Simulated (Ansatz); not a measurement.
# TiZn3: stress in a strained cell

TiZn3 is deformed so: zz strain of -1 %. What stress and forces result, by LAPW, PAW and all-electron datasets made for the crystal?

Computed with Ansatz 0.2.0 (DFT LDA, scalar-relativistic, unless a step's input says otherwise).

## Step 1: Starting point

The structure is cubic, space group Pm-3m (No. 221). Conventional cell: a = 3.932 Å, b = 3.932 Å, c = 3.932 Å, α = 90.00°, β = 90.00°, γ = 90.00°. Ti (site symmetry m-3m) has 12 Zn at 2.78 Å in its first shell of neighbours. Zn (site symmetry 4/mmm) has 4 Ti at 2.78 Å and 8 Zn at 2.78 Å in its first shell of neighbours.

Coordinates:

```cif
data_structure
_symmetry_space_group_name_H-M 'P 1'
_symmetry_Int_Tables_number 1
_cell_length_a 3.9322
_cell_length_b 3.9322
_cell_length_c 3.9322
_cell_angle_alpha 90.000
_cell_angle_beta 90.000
_cell_angle_gamma 90.000
_cell_volume 60.80
loop_
_atom_site_label
_atom_site_type_symbol
_atom_site_fract_x
_atom_site_fract_y
_atom_site_fract_z
_atom_site_occupancy
Ti1 Ti 0.00000 0.00000 0.00000 1
Zn1 Zn 0.00000 0.50000 0.50000 1
Zn2 Zn 0.50000 0.00000 0.50000 1
Zn3 Zn 0.50000 0.50000 0.00000 1
```

Atoms are numbered in the order of the input: Ti1, Zn2, Zn3, Zn4.

## Step 2: After the deformation

Space group Pm-3m before, P4/mmm after.

## Step 3: Full-potential LAPW

input.yaml

```yaml
crystal:
  lattice:
    - [3.9322, 0.0, 0.0]
    - [0.0, 3.9322, 0.0]
    - [0.0, 0.0, 3.892878]
  atoms:
    - { symbol: Ti, position: [0.0, 0.0, 0.0] }
    - { symbol: Zn, position: [0.0, 0.5, 0.5] }
    - { symbol: Zn, position: [0.5, 0.0, 0.5] }
    - { symbol: Zn, position: [0.5, 0.5, 0.0] }
kpoints:
  mp_grid: { grid: [9, 9, 9] }
  band_path:
    path:
      - [0.0, 0.0, 0.0]
      - [0.0, 0.5, 0.0]
      - [0.5, 0.5, 0.0]
      - [0.0, 0.0, 0.0]
      - [0.0, 0.0, 0.5]
      - [0.0, 0.5, 0.5]
      - [0.5, 0.5, 0.5]
      - [0.0, 0.0, 0.5]
      - [0.0, 0.5, 0.0]
    npoints: 5
scf:
  occupations: { method: fermi_dirac, width: 0.05 }
hamiltonian:
  xc: lda
  pseudopotentials: { kind: all_electron, lapw: { basis_error: 0.001 } }
output:
  forces: true
  stress: true
  eigenvalues: true
```

Started as:

```bash
$ ansatz run input.yaml --threads 1 --pin off --max-ram 4096MiB --backend cpu --events-out ev --progress --plain --runs-dir out
```

## Step 4: PAW with frozen cores

input.yaml

```yaml
crystal:
  lattice:
    - [3.9322, 0.0, 0.0]
    - [0.0, 3.9322, 0.0]
    - [0.0, 0.0, 3.892878]
  atoms:
    - { symbol: Ti, position: [0.0, 0.0, 0.0] }
    - { symbol: Zn, position: [0.0, 0.5, 0.5] }
    - { symbol: Zn, position: [0.5, 0.0, 0.5] }
    - { symbol: Zn, position: [0.5, 0.5, 0.0] }
kpoints:
  mp_grid: { grid: [9, 9, 9] }
scf:
  occupations: { method: fermi_dirac, width: 0.05 }
hamiltonian:
  xc: lda
  pseudopotentials: { kind: paw }
output:
  forces: true
  stress: true
  eigenvalues: true
  efg: { contact_densities: true }
```

## Step 5: All-electron PAW on datasets made for the crystal

input.yaml: that of step 4 with these lines changed.

```diff
@@ -16,3 +16,3 @@
   xc: lda
-  pseudopotentials: { kind: paw }
+  pseudopotentials: { kind: all_electron, datasets: crystal }
 output:
```

(Steps that only read results are left out.)

**Question.** What will these runs give? Wanted: pressure; largest shear or deviatoric stress.

As calculated:

| quantity | value |
| --- | --- |
| pressure | LAPW -9.10, PAW -9.09, crystal datasets -9.09 GPa |
| largest shear or deviatoric stress (LAPW) | 0.11 GPa |

**Reading.** The largest part of the stress beyond the pressure is 0.11 GPa in size, in the zz component; the atoms are carried along and not relaxed. No run of the undeformed cell stands beside it, so pressure and stress hold what the given cell had before the change, as far as its symmetry allows. PAW: stress within 0.01 GPa of LAPW. Crystal datasets: stress within 0.01 GPa of LAPW.
